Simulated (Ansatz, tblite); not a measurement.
**MoSF4: a ladder of methods and basis sets**

An exercise on one series of results from a longer session: the logs are not shown, and one member is left open.

Method: as each input shows; program: Ansatz 0.2.0, Gaussian basis.

Levels to be run: GFN1-xTB, GFN2-xTB, PBE-D4/def2-TZVP, r2SCAN-D4/def2-TZVP, ωB97M-V/def2-TZVP, HSE06-D4/def2-TZVP, r2SCANh-D4/def2-TZVP, PBE-D4/def2-SVP, PBE0-D4/def2-SVP, PBE0-D4/def2-TZVPD, PBE-D4/def2-TZVPD, ωB97M-V/def2-TZVPD, CCSD(T)/def2-TZVP, RPA/def2-TZVP.

3 further runs of the same task are left out: 3 set aside as unsound or not needed.

## The relaxed structure

The singlet was relaxed beforehand with r2SCAN-D4/def2-SVP.

6 atoms, charge 0, spin multiplicity 1.

Bond lengths: Mo1–S2 2.085 Å, Mo1–F3 1.842 Å, Mo1–F4 1.842 Å, Mo1–F5 1.842 Å, Mo1–F6 1.842 Å. Angles: S2–Mo1–F3 105.4°, S2–Mo1–F4 105.4°, S2–Mo1–F5 105.4°, S2–Mo1–F6 105.4°, F3–Mo1–F4 86.0°, F3–Mo1–F5 149.2°, F3–Mo1–F6 86.0°, F4–Mo1–F5 86.0°, F4–Mo1–F6 149.2°, F5–Mo1–F6 86.0°.

Formally the metal is d0. Mo takes a core potential in the def2 sets. No spin-orbit coupling is included.

PBE0-D4/def2-TZVP was run before; its log isn't repeated, and its numbers join the tables.

Set-up of the first run:

Tight binding, by tblite at 300 K electronic temperature and without a spin-polarisation term:

```python
tblite.interface.Calculator('GFN1-xTB', numbers, positions, charge=0, uhf=0).singlepoint()
```

Tight binding, by tblite at 300 K electronic temperature and without a spin-polarisation term:

```python
tblite.interface.Calculator('GFN2-xTB', numbers, positions, charge=0, uhf=0).singlepoint()
```

start.molden holds the orbitals of an earlier run on this state, given as this run's starting guess.

in.yaml

```yaml
crystal:
  periodic: [false, false, false]
  atoms:
    - {symbol: Mo, position_ang: [-0.000050, 0.000128, -0.021533]}
    - {symbol: S, position_ang: [0.003879, -0.007764, 2.063452]}
    - {symbol: F, position_ang: [1.775229, 0.013421, -0.513518]}
    - {symbol: F, position_ang: [-0.012456, 1.777934, -0.504234]}
    - {symbol: F, position_ang: [-1.777139, -0.009595, -0.507034]}
    - {symbol: F, position_ang: [0.010537, -1.774135, -0.517123]}
basis:
  gaussian: {orbitals: def2-TZVP, initial_orbitals: start.molden}
hamiltonian: {xc: pbe, dispersion: d4}
scf: {omitted_lower_state_checks: [starts]}
output: {orbitals: {seedname: orbitals}}
```

Run with:

```console
ansatz run in.yaml --threads 2 --pin off --events-out ev --progress --plain --max-ram 22528MiB --backend cpu
```

Among the steps run: PBE-D4/def2-TZVP; r2SCAN-D4/def2-TZVP; ωB97M-V/def2-TZVP; HSE06-D4/def2-TZVP; r2SCANh-D4/def2-TZVP; PBE-D4/def2-SVP; PBE0-D4/def2-SVP; PBE0-D4/def2-TZVPD; PBE-D4/def2-TZVPD; ωB97M-V/def2-TZVPD; CCSD(T)/def2-TZVP; RPA/def2-TZVP.

One of the session's tables, all rows but one given; the rest of the session is left out.

It belongs to the step «Binding energy». 

| level | binding an atom (eV) |
| --- | --- |
| HF/def2-TZVP | 1.781 |
| PBE-D4/def2-SVP | 4.537 |
| PBE-D4/def2-TZVP | 4.394 |
| PBE-D4/def2-TZVPD | 4.391 |
| r2SCAN-D4/def2-TZVP | 4.131 |
| r2SCANh-D4/def2-TZVP | 3.956 |
| PBE0-D4/def2-SVP | 3.990 |
| PBE0-D4/def2-TZVP | 3.907 |
| PBE0-D4/def2-TZVPD | 3.918 |
| HSE06-D4/def2-TZVP | 3.911 |
| ωB97M-V/def2-TZVP | 3.937 |
| ωB97M-V/def2-TZVPD | 3.944 |
| RPA/def2-TZVP | 3.646 |
| MP2/def2-TZVP | 4.260 |
| CCSD/def2-TZVP | 3.573 |
| CCSD(T)/def2-TZVP | ? |

Q: Estimate the row for CCSD(T)/def2-TZVP from the others.

**Answer.** binding an atom (eV): 3.862. In the column «binding an atom (eV)» it lies between RPA/def2-TZVP (3.646) and PBE0-D4/def2-TZVP (3.907).

To keep in mind: Free atoms were run apart at each level; binding is atoms less cluster, divided by the number of atoms, without zero-point or spin-orbit terms.
